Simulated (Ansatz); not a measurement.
# One shape, several levels: MoO3F− (SMILES [O]=[Mo-](=[O])(=[O])[F])

We compute a comparison of 6 runs (HF/3-21G, HF/def2-SVP, SVWN5/3-21G, B2PLYP/def2-SVP, PBE0/def2-SVP, MP2/def2-SVPD) of MoO3F−. 

The results are computed with Ansatz 0.2.0.

3 further runs of the same task are left out: 2 for a known fault of the program, 1 set aside as unsound or not needed.

### Step 1. The structure to begin with

MoO3F−: 5 atoms, total charge -1, spin state singlet. As SMILES, `[O]=[Mo-](=[O])(=[O])[F]`. The shape comes from GFN2-xTB, which is rough for such elements, and wasn't checked as a minimum.

Bond lengths: Mo1–O2 1.661 Å, Mo1–O3 1.662 Å, Mo1–O4 1.661 Å, Mo1–F5 1.869 Å. Angles: O2–Mo1–O3 112.1°, O2–Mo1–O4 112.1°, O2–Mo1–F5 106.8°, O3–Mo1–O4 112.1°, O3–Mo1–F5 106.7°, O4–Mo1–F5 106.6°.

### Step 2. Energy and forces at HF/3-21G (run 1)

File input.yaml:

```yaml
crystal:
  periodic: [false, false, false]
  atoms:
    - symbol: Mo
      position_ang: [0.041450, 0.070700, 0.030300]
    - symbol: O
      position_ang: [0.012280, -0.015060, 1.689110]
    - symbol: O
      position_ang: [1.589010, 0.011560, -0.571660]
    - symbol: O
      position_ang: [-0.801750, 1.382660, -0.542530]
    - symbol: F
      position_ang: [-0.840990, -1.449860, -0.605210]
basis:
  gaussian:
    orbitals: 3-21G-spherical.json
accuracy: high
total_charge: -1
output: {forces: true, orbitals: {seedname: orbitals}}
hamiltonian:
  xc: hf
```

The basis set 3-21G is read from a file made from the Basis Set Exchange's data (not shown).

Command:

```bash
$ ansatz run input.yaml --threads 1 --pin off --max-ram 3480MiB --events-out events.jsonl --progress --plain --runs-dir runs
```

Log:

```text
Warning: RAYON_NUM_THREADS=1 ignored (pool sized by the plan → 1); use --threads N
Functional definition: HF
  name "HF"
  exchange = exact_x
  correlation = 0
1552 factors; integrals over basis functions are off by at most 8.0e-9 eV
mean field evaluation 1: about -116423.5892 eV, gradient 6.7e1 eV
mean field evaluation 2: about -116423.9015 eV, gradient 6.8e1 eV
mean field evaluation 4: about -116434.0529 eV, gradient 4.8e0 eV
mean field evaluation 8: about -116434.1137 eV, gradient 6.6e-1 eV
mean field evaluation 16: about -116434.1172 eV, gradient 1.7e-8 eV
mean field -116434.11718373 eV, -4278.8748846228 hartree, gradient 1.5e-8 eV, S^2 0.000000; 0 other end points of the search recorded, 0 dependent functions left out
the calculation of the forces begins
reference -116434.11718373 eV, -4278.8748846228 hartree; 38, 38 occupied and 34, 34 virtual orbitals, 1552 factors
Total energy: -116434.11718373 eV, -4278.8748846228 hartree
Atom 0 at     0.041450     0.070700     0.030300 Å, force    -1.492564    -2.579317    -1.100829 eV/Å
Atom 1 at     0.012280    -0.015060     1.689110 Å, force     0.041998    -0.017181     4.180343 eV/Å
Atom 2 at     1.589010     0.011560    -0.571660 Å, force     3.918063     0.051900    -1.393862 eV/Å
Atom 3 at    -0.801750     1.382660    -0.542530 Å, force    -1.958199     3.431610    -1.323495 eV/Å
Atom 4 at    -0.840990    -1.449860    -0.605210 Å, force    -0.509296    -0.887012    -0.362157 eV/Å
Dipole moment:    -0.063067    -0.110366    -0.043905 e Å
```

Run time: 5.1 s. Hardware: 1 thread of Intel Xeon at 2.70GHz, shared host.

### Step 3. Energy and forces at HF/def2-SVP (core potential) (run 2)

File job.yaml:

```yaml
crystal:
  periodic: [false, false, false]
  atoms:
    - {symbol: Mo, position_ang: [0.041450, 0.070700, 0.030300]}
    - {symbol: O, position_ang: [0.012280, -0.015060, 1.689110]}
    - {symbol: O, position_ang: [1.589010, 0.011560, -0.571660]}
    - {symbol: O, position_ang: [-0.801750, 1.382660, -0.542530]}
    - {symbol: F, position_ang: [-0.840990, -1.449860, -0.605210]}
basis:
  gaussian:
    orbitals: def2-SVP
total_charge: -1
hamiltonian:
  xc: hf
accuracy: high
output: {forces: true, orbitals: {seedname: orbitals}}
```

Command:

```bash
$ ansatz run job.yaml --threads 1 --pin off --max-ram 3480MiB --events-out events.jsonl --progress --plain --runs-dir runs
```

Log, shortened:

```text
Warning: RAYON_NUM_THREADS=1 ignored (pool sized by the plan → 1); use --threads N
Functional definition: HF
  name "HF"
[...]
1867 factors; integrals over basis functions are off by at most 3.3e-9 eV
[...]
mean field -10650.97498860 eV, -391.4161113407 hartree, gradient 2.1e-8 eV, S^2 0.000000; 0 other end points of the search recorded, 0 dependent functions left out
[...]
reference -10650.97498860 eV, -391.4161113407 hartree; 24, 24 occupied and 63, 63 virtual orbitals, 1867 factors
Total energy: -10650.97498860 eV, -391.4161113407 hartree
Atom 0 at     0.041450     0.070700     0.030300 Å, force    -0.643974    -1.104438    -0.491112 eV/Å
Atom 1 at     0.012280    -0.015060     1.689110 Å, force     0.083992     0.106249     1.775515 eV/Å
Atom 2 at     1.589010     0.011560    -0.571660 Å, force     1.677636     0.136771    -0.522090 eV/Å
Atom 3 at    -0.801750     1.382660    -0.542530 Å, force    -0.735956     1.529512    -0.492637 eV/Å
Atom 4 at    -0.840990    -1.449860    -0.605210 Å, force    -0.381698    -0.668095    -0.269676 eV/Å
Dipole moment:    -0.098062    -0.170726    -0.068912 e Å
```

Run time: 6.6 s. Hardware: 1 thread of Intel Xeon at 2.70GHz, shared host.

Run 3 isn't shown in full; the table further down has it.

### Step 4. Energy and gradient at B2PLYP/def2-SVP (core potential) (run 4)

File run.yaml:

```yaml
crystal:
  periodic: [false, false, false]
  atoms:
    - {symbol: Mo, position_ang: [0.041450, 0.070700, 0.030300]}
    - {symbol: O, position_ang: [0.012280, -0.015060, 1.689110]}
    - {symbol: O, position_ang: [1.589010, 0.011560, -0.571660]}
    - {symbol: O, position_ang: [-0.801750, 1.382660, -0.542530]}
    - {symbol: F, position_ang: [-0.840990, -1.449860, -0.605210]}
basis:
  gaussian:
    orbitals: def2-SVP
correlation:
  frozen_orbitals: {F: 1, Mo: 0, O: 1}
accuracy: high
output: {forces: true, orbitals: {seedname: orbitals}}
total_charge: -1
hamiltonian:
  xc: {name: B2PLYP}
```

Command:

```bash
$ ansatz run run.yaml --threads 1 --pin off --max-ram 3480MiB --events-out events.jsonl --progress --plain --runs-dir runs
```

Log, shortened:

```text
Warning: RAYON_NUM_THREADS=1 ignored (pool sized by the plan → 1); use --threads N
Functional definition: B2PLYP
  name "B2PLYP"
[...]
1867 factors; integrals over basis functions are off by at most 3.3e-9 eV
[...]
mean field -10691.73730302 eV, -392.9140987662 hartree, gradient 7.3e-8 eV, S^2 0.000000; 0 other end points of the search recorded, 0 dependent functions left out
4 core orbitals not correlated: weight in the atoms' cores, before any rotation towards them, 1.000 or more for the frozen orbitals, at most 0.000 for the correlated occupied ones
reference -10691.73732622 eV, -392.9140996187 hartree; 20, 20 occupied and 63, 63 virtual orbitals, 1867 factors
second order -41.13251500 eV of doubles, -0.00000000 eV of singles
[...]
Total energy: -10702.84310527 eV, -393.3222294711 hartree
Atom 0 at     0.041450     0.070700     0.030300 Å, force    -1.787200    -3.089009    -1.308090 eV/Å
Atom 1 at     0.012280    -0.015060     1.689110 Å, force     0.100477     0.068718     4.953651 eV/Å
Atom 2 at     1.589010     0.011560    -0.571660 Å, force     4.665467     0.148960    -1.606104 eV/Å
Atom 3 at    -0.801750     1.382660    -0.542530 Å, force    -2.255292     4.126556    -1.522694 eV/Å
Atom 4 at    -0.840990    -1.449860    -0.605210 Å, force    -0.723452    -1.255224    -0.516763 eV/Å
Dipole moment:    -0.072541    -0.126215    -0.051022 e Å
```

Wall time 29 s (1 thread of Intel Xeon at 2.70GHz, shared host).

Run 5 isn't shown in full; the table further down has it.

### Step 5. Energy and gradient at MP2/def2-SVPD (core potential) (run 6)

File input.yaml:

```yaml
crystal:
  periodic: [false, false, false]
  atoms:
    - {symbol: Mo, position_ang: [0.041450, 0.070700, 0.030300]}
    - {symbol: O, position_ang: [0.012280, -0.015060, 1.689110]}
    - {symbol: O, position_ang: [1.589010, 0.011560, -0.571660]}
    - {symbol: O, position_ang: [-0.801750, 1.382660, -0.542530]}
    - {symbol: F, position_ang: [-0.840990, -1.449860, -0.605210]}
basis:
  gaussian:
    orbitals: def2-SVPD
accuracy: high
total_charge: -1
output: {forces: true, orbitals: {seedname: orbitals}}
correlation:
  method: mp2
  frozen_orbitals: {F: 1, Mo: 0, O: 1}
```

Command:

```bash
$ ansatz run input.yaml --threads 1 --pin off --max-ram 3480MiB --events-out events.jsonl --progress --plain --runs-dir runs
```

Log, shortened:

```text
Warning: RAYON_NUM_THREADS=1 ignored (pool sized by the plan → 1); use --threads N
Functional definition: HF
  name "HF"
[...]
2536 factors; integrals over basis functions are off by at most 2.9e-9 eV
[...]
mean field -10651.89135265 eV, -391.4497870986 hartree, gradient 2.7e-8 eV, S^2 0.000000; 0 other end points of the search recorded, 0 dependent functions left out
4 core orbitals not correlated: weight in the atoms' cores, before any rotation towards them, 1.000 or more for the frozen orbitals, at most 0.000 for the correlated occupied ones
reference -10651.89135265 eV, -391.4497870986 hartree; 20, 20 occupied and 102, 102 virtual orbitals, 2536 factors
second order -34.40399065 eV of doubles, -0.00000000 eV of singles
[...]
Total energy: -10686.29534330 eV, -392.7141104353 hartree
Atom 0 at     0.041450     0.070700     0.030300 Å, force    -1.951141    -3.373659    -1.425198 eV/Å
Atom 1 at     0.012280    -0.015060     1.689110 Å, force     0.131397     0.106715     5.723973 eV/Å
Atom 2 at     1.589010     0.011560    -0.571660 Å, force     5.398130     0.198905    -1.842565 eV/Å
Atom 3 at    -0.801750     1.382660    -0.542530 Å, force    -2.586206     4.786270    -1.745928 eV/Å
Atom 4 at    -0.840990    -1.449860    -0.605210 Å, force    -0.992180    -1.718231    -0.710283 eV/Å
Dipole moment:    -0.055730    -0.096911    -0.039020 e Å
```

Run time: 25 s. Hardware: 1 thread of Intel Xeon at 2.70GHz, shared host; peak memory 0.61 GiB.

### Step 6. Overview of the runs

| run | level | core potential | frozen core orbitals | energy (Eh) | HOMO energy (eV) | LUMO energy (eV) | HOMO–LUMO gap (eV) | wall time |
| --- | --- | --- | --- | --- | --- | --- | --- | --- |
| 1 | HF/3-21G | none | – | -4278.874885 | -6.63 | 5.78 | 12.41 | 5.1 s |
| 2 | HF/def2-SVP (core potential) | def2-SVP | – | -391.416111 | -7.42 | 6.55 | 13.97 | 6.6 s |
| 3 | SVWN5/3-21G | none | – | -4276.281273 | -0.83 | 3.93 | 4.76 | 6.3 s |
| 4 | B2PLYP/def2-SVP (core potential) | def2-SVP | 4 | -393.322229 | -4.71 | 5.25 | 9.96 | 29 s |
| 5 | PBE0/def2-SVP (core potential) | def2-SVP | – | -393.361334 | -3.10 | 4.61 | 7.71 | 11 s |
| 6 | MP2/def2-SVPD (core potential) | def2-SVPD | 4 | -392.714110 | -7.69 | 5.37 | 13.06 | 25 s |

### Step 7. Results

| quantity | value |
| --- | --- |
| run 6: total energy | -392.71411 Eh |
| run 6: HOMO energy (Hartree–Fock orbitals) | -7.69 eV |
| run 6: LUMO energy (Hartree–Fock orbitals) | 5.37 eV |
| run 6: HOMO–LUMO gap (to an unbound level, set by the basis) | 13.06 eV |
| run 6: correlation energy (4 core orbitals frozen) | -1264.3 mEh |
| run 6: largest force on an atom | 5.726 eV/Å |

**Reading.** Over runs 1, 2, 3, 4, 5 the HOMO–LUMO gap runs from 4.76 eV (SVWN5/3-21G) to 13.97 eV (HF/def2-SVP). The two ends differ in method and basis and core potential. The empty levels of an anion lie above zero and hang on the basis. Totals of different functionals can't be ranked against each other. Some runs of one species differ in core potentials or relativity; totals across that change don't compare. In runs 1, 3 relativity is left out where basis or elements ask for it. All runs together took 82 s, the longest 29 s.
